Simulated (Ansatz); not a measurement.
# C₂H₈OSeSi: vertical ionisation energy

The task here is to estimate one member of a computed series from the others.

The runs use Ansatz 0.2.0, Gaussian basis; unrestricted cation, the program's frozen cores in correlated methods.

The runs, in order: UKS PBE-D4/def2-TZVPP; UKS r2SCAN-D4/def2-TZVPP; UKS PBE0-D4/def2-TZVPP; UKS B3LYP-D4/def2-TZVPP; UKS wB97X-V/def2-TZVPP; UKS wB97M-V/def2-TZVPP; UKS B2PLYP/def2-TZVPP; UHF-CCSD(T)/def2-TZVPP; UHF-MP2/def2-QZVPP; extrapolation to the limit; then −ε(HOMO) from the neutral's earlier runs with LDA (SPW92), PBE-D4, revPBE-D4, BLYP-D4, r2SCAN-D4, B97M-V, PBE0-D4, B3LYP-D4, r2SCANh-D4, r2SCAN0-D4, HSE06-D4, BHLYP-D4, CAM-B3LYP-D4, LC-ωPBE, ωB97X-V, ωB97M-V.

## The relaxed structure

All runs share one geometry, relaxed beforehand with PBE0-D4 in a triple-zeta def2 set.

SMILES `CO[SiH](C)[SeH]`, 13 atoms, charge 0, spin multiplicity 1.

Atoms are counted from 1 here; the program's logs count them from 0.

Bond lengths: C1–O2 1.409 Å, C1–H6 1.091 Å, C1–H7 1.096 Å, C1–H8 1.097 Å, O2–Si3 1.643 Å, Si3–C4 1.861 Å, Si3–Se5 2.270 Å, Si3–H9 1.490 Å, C4–H10 1.092 Å, C4–H11 1.093 Å, C4–H12 1.094 Å, Se5–H13 1.469 Å. Angles: O2–C1–H6 108.2°, O2–C1–H7 111.6°, O2–C1–H8 111.7°, H6–C1–H7 108.4°, H6–C1–H8 108.4°, H7–C1–H8 108.6°, C1–O2–Si3 122.8°, O2–Si3–C4 111.2°, O2–Si3–Se5 108.5°, O2–Si3–H9 109.8°, C4–Si3–Se5 111.8°, C4–Si3–H9 110.6°, Se5–Si3–H9 104.7°, Si3–C4–H10 110.3°, Si3–C4–H11 110.9°, Si3–C4–H12 110.8°, H10–C4–H11 108.4°, H10–C4–H12 108.2° and more.

The first run:

Contents of in.yaml:

```yaml
crystal:
  periodic: [false, false, false]
  atoms:
    - {symbol: C, position_ang: [-1.698499, 0.698781, 0.960494]}
    - {symbol: O, position_ang: [-0.490720, 1.114070, 0.365393]}
    - {symbol: Si, position_ang: [0.285630, 0.232727, -0.783249]}
    - {symbol: C, position_ang: [0.857964, -1.401931, -0.102614]}
    - {symbol: Se, position_ang: [2.014897, 1.462410, -1.589801]}
    - {symbol: H, position_ang: [-2.073445, 1.516997, 1.577405]}
    - {symbol: H, position_ang: [-1.551772, -0.178030, 1.601599]}
    - {symbol: H, position_ang: [-2.458639, 0.457485, 0.207579]}
    - {symbol: H, position_ang: [-0.611856, 0.028686, -1.954529]}
    - {symbol: H, position_ang: [1.358588, -1.981700, -0.880833]}
    - {symbol: H, position_ang: [1.558736, -1.256832, 0.722975]}
    - {symbol: H, position_ang: [0.010560, -1.986157, 0.267592]}
    - {symbol: H, position_ang: [2.819055, 1.258894, -0.377110]}
basis:
  gaussian: {orbitals: def2-TZVPP}
total_charge: 1
magnetization: {spin_polarized: true, initial_magnetization: 1}
hamiltonian: {xc: pbe, dispersion: d4}
```

Run with:

```bash
> ansatz run in.yaml --threads 2 --pin off --events-out ev --progress --plain --max-ram 32768MiB --backend cuda --devices 0, --max-vram 18GiB
```

Steps of the session up to this table: Cation, UKS PBE-D4/def2-TZVPP; Cation, UKS r2SCAN-D4/def2-TZVPP; Cation, UKS PBE0-D4/def2-TZVPP; Cation, UKS B3LYP-D4/def2-TZVPP; Cation, UKS wB97X-V/def2-TZVPP; Cation, UKS wB97M-V/def2-TZVPP; Cation, UKS B2PLYP (frozen core)/def2-TZVPP; Cation, UHF-CCSD(T)/def2-TZVPP; Cation, UHF-MP2/def2-QZVPP.

One of the session's tables, all rows but one given; the rest of the session is left out.

Orbital estimates, from the neutral's runs:

```
  functional  −ε(HOMO) (eV)
 LDA (SPW92)           5.98
      PBE-D4           5.84
   revPBE-D4           5.79
     BLYP-D4           5.65
   r2SCAN-D4           6.11
      B97M-V           6.20
     PBE0-D4           6.98
    B3LYP-D4           6.73
  r2SCANh-D4           6.53
  r2SCAN0-D4           7.16
    HSE06-D4           6.59
    BHLYP-D4           7.95
CAM-B3LYP-D4           8.25
     LC-ωPBE           9.64
     ωB97X-V           9.29
     ωB97M-V              ?
```

**Question.** Estimate the row for ωB97M-V.

The run gave: −ε(HOMO) (eV): 9.16. In the column «−ε(HOMO) (eV)» it lies between CAM-B3LYP-D4 (8.25) and ωB97X-V (9.29).
